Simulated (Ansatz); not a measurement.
## Lu-Y mixtures: a scan of ordered alloys across composition, step by step

Computed with the Python package of Ansatz (0.2.0).

Typed at the interpreter:
```pycon
>>> from collections import Counter
>>> import warnings
>>> import ansatz as az
>>> import numpy as np
>>> def fcc(a_site, a):
...     return (
...         az.Lattice.fcc(a)
...         .space_group(225)
...         .atom(a_site, (0, 0, 0))
...         .primitive()
...     )
...
>>> A_FIRST, A_LAST = 4.9, 5.09
>>> def compute(name, crystal):
...     calc = crystal.calculation()
...     calc = calc.functional("LDA")
...     calc = calc.basis(24 * az.Ry).accuracy("medium")
...     calc = calc.kpoints(spacing=0.3)
...     calc = calc.occupations("fermi_dirac", width=0.1).band_table()
...     calc = calc.relax(force_tolerance=0.03, max_steps=60, fix_cell=["shape"])
...     return calc.run(threads=1, pin="off")
...
>>> def volume_per_atom(outcome):
...     return abs(np.linalg.det(outcome.lattice.cell_ang)) / len(outcome.lattice.sites)
...
>>> def counts(outcome):
...     return Counter(site.symbol for site in outcome.lattice.sites)
...
>>> warnings.simplefilter("ignore", az.DeckWarning)
>>> # swap the mixed sites of the conventional cell one by one
>>> phases = {}
>>> for k in range(4 + 1):
...     a = A_FIRST + (A_LAST - A_FIRST) * k / 4
...     cell = fcc("Lu", a).conventional().resolved()
...     sites = [site.position for site in cell.sites if site.symbol == "Lu"]
...     for position in sites[:k]:
...         cell = cell.substitution("Y", at=position, replaces="Lu")
...     phases[f"Lu{4 - k}Y{k}"] = cell.resolved()
...
>>> done = {}
>>> for name, crystal in phases.items():
...     done[name] = compute(name, crystal)
...     print(f"{name}: {done[name].report['energy_sigma0_ev']:.4f} eV, {len(done[name].lattice.sites)} atoms")
...
Lu4Y0: -57971.8286 eV, 4 atoms
Lu3Y1: -47224.3766 eV, 4 atoms
Lu2Y2: -36476.9562 eV, 4 atoms
Lu1Y3: -25729.5620 eV, 4 atoms
Lu0Y4: -14982.1843 eV, 4 atoms
>>> # x is the share of the second element on the mixed sites; both end members stand on this same lattice
>>> x = {name: counts(o)["Y"] / (counts(o)["Lu"] + counts(o)["Y"]) for name, o in done.items()}
>>> first, last = min(x, key=x.get), max(x, key=x.get)
>>> energy = {name: o.report["energy_sigma0_ev"] / len(o.lattice.sites) for name, o in done.items()}
>>> volume = {name: volume_per_atom(o) for name, o in done.items()}
>>> rows = []
>>> for name in sorted(done, key=x.get):
...     line = lambda table: (1 - x[name]) * table[first] + x[name] * table[last]
...     rows.append((name, x[name], 1000 * (energy[name] - line(energy)), volume[name], 100 * (volume[name] / line(volume) - 1)))
...
>>> print("      cell        x(Y)  E_mix (meV/atom)  V (A^3/atom)  excess V (%)")
      cell        x(Y)  E_mix (meV/atom)  V (A^3/atom)  excess V (%)
>>> for row in rows:
...     print(f"{str(row[0]):>10}  {row[1]:10.3f}  {row[2]:+16.1f}  {row[3]:12.3f}  {row[4]:+12.2f}")
...
     Lu4Y0       0.000              +0.0        25.581         +0.00
     Lu3Y1       0.250             +10.2        26.592         +0.12
     Lu2Y2       0.500             +12.6        27.569         +0.11
     Lu1Y3       0.750              +8.3        28.536         +0.07
     Lu0Y4       1.000              +0.0        29.495         +0.00
```

Mixing energies: +10 meV an atom at x(Y) = 0.25 (volume +0.1 % off the straight line), +13 meV an atom at x(Y) = 0.50 (volume +0.1 % off the straight line) and +8 meV an atom at x(Y) = 0.75 (volume +0.1 % off the straight line). Values this small can change sign on a finer mesh.

Reading the output:
- These settings explore the input space; cutoff and mesh may be short of convergence.
- The cutoff lies under the one recommended for these potentials.
- The run is spin-unpolarised.
- For the metals among these phases the mesh is modest: differences between phases can be off by up to 40 meV an atom.
- Atoms and volume are relaxed with the cell's shape held, which in cells of lower than cubic symmetry can hide stresses and shift volumes.
- These are small ordered cells, with both end members on the same lattice, which need not be their own; they aren't random solutions. Differences under about 40 meV an atom lie within the error of mesh and functional.
- The cells are prototypes set up for this calculation and needn't exist.
- The script silences the warnings on its input, which a real study should read.
- The whole script took 110 s on 1 thread of Arm Neoverse V1, on a shared host, peak memory 0.46 GiB.
